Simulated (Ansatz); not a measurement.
**AlGe+ (triplet): the correlation ladder, cc-pVDZ**

An exercise on one series of results from a longer session: the logs are not shown, and one member is left open.

Method: cc-pVDZ, core rule «outside noble gas», up to 19 orbitals frozen; program: Ansatz 0.2.0, Gaussian basis.

To be run: UHF; CCSD(T) on ROHF; CCSD(T) on UHF; BCCD(T) on ROHF; CISD as a restricted active space (open shells left free, so some higher excitations enter); CCSDT(Q) on ROHF; CCSDT(Q) on UHF; CISDTQ; CASSCF and MRCISD+Q, 6 electrons in 8 orbitals; CASSCF and NEVPT2, 6 electrons in 8 orbitals; Full CI.

13 further runs of the same task are left out: 4 that didn't finish, 9 set aside as unsound or not needed. Runs told in other sessions of the task aren't counted.

## The system

The geometry is a PBE0/def2-TZVP stationary point (not a proven minimum) of the parent state, kept for this charge and spin. No spin-orbit coupling is included. The filled d shell of Ge may be among the frozen orbitals whatever the setting's name suggests.

2 atoms, charge 1, spin multiplicity 3.

Atoms are counted from 1 here; the program's logs count them from 0.

Bond lengths: Ge1–Al2 2.467 Å.

Geometry (Å):

```tsv
atom	x (Å)	y (Å)	z (Å)
Ge1	0.0000	0.0000	0.0000
Al2	0.0000	0.0000	2.4669
```

Set-up of the first run:

File in.yaml:

```yaml
crystal:
  periodic: [false, false, false]
  atoms:
    - {symbol: Ge, position_ang: [0.000000, 0.000000, 0.000000]}
    - {symbol: Al, position_ang: [0.000000, 0.000000, 2.466944]}
basis:
  gaussian: {orbitals: cc-pVDZ}
total_charge: 1
magnetization: {spin_polarized: true, initial_magnetization: 2}
hamiltonian: {xc: hf}
output: {orbitals: {seedname: orbitals}}
```

Started as:

```bash
$ ansatz run in.yaml --threads 1 --pin off --events-out ev --progress --plain --max-ram 2393MiB
```

Among the steps run: UHF; CCSD(T) on ROHF; CCSD(T) on UHF; BCCD(T) on ROHF; CISD as a restricted active space (open shells left free, so some higher excitations enter); CCSDT(Q) on ROHF; CCSDT(Q) on UHF; CISDTQ; CASSCF and MRCISD+Q, 6 electrons in 8 orbitals; CASSCF and NEVPT2, 6 electrons in 8 orbitals; Full CI.

One of the session's tables, all rows but one given; the rest of the session is left out.

```
          method  from FCI (kcal/mol)
            RMP2               +21.91
            UMP2               +24.75
            CISD                +6.46
           RCCSD                +4.76
           UCCSD                +4.82
        RCCSD(T)                +1.26
        UCCSD(T)                +1.36
         BCCD(T)                    ?
          RCCSDT                +0.21
          UCCSDT                +0.11
          CISDTQ                +0.42
       RCCSDT(Q)                -0.03
       UCCSDT(Q)                -0.16
  CASSCF valence               +37.28
  NEVPT2 valence                +9.98
  MRCISD valence                +2.18
MRCISD+Q valence                +0.40
             FCI                    0
```

Q: Estimate the row for BCCD(T) from the others.

As computed: from FCI (kcal/mol): +1.33. In the column «from FCI (kcal/mol)» it lies between RCCSD(T) (+1.26) and UCCSD(T) (+1.36).

Left out of the table: ROHF, UHF (another determinant or state than the rows shown).

Caveats from the session: UCCSDT(Q) falls below full CI: unrestricted runs freeze a spin-polarised core, another one than full CI's, and coupled cluster isn't variational. Levels on UHF freeze UHF's core orbitals, full CI those of ROHF, so the U rows can settle a little off it for that reason alone. Restricted and unrestricted rows rest on different reference determinants; a gap between their highest levels can come from leftover correlation error, from unlike frozen cores or from another state.
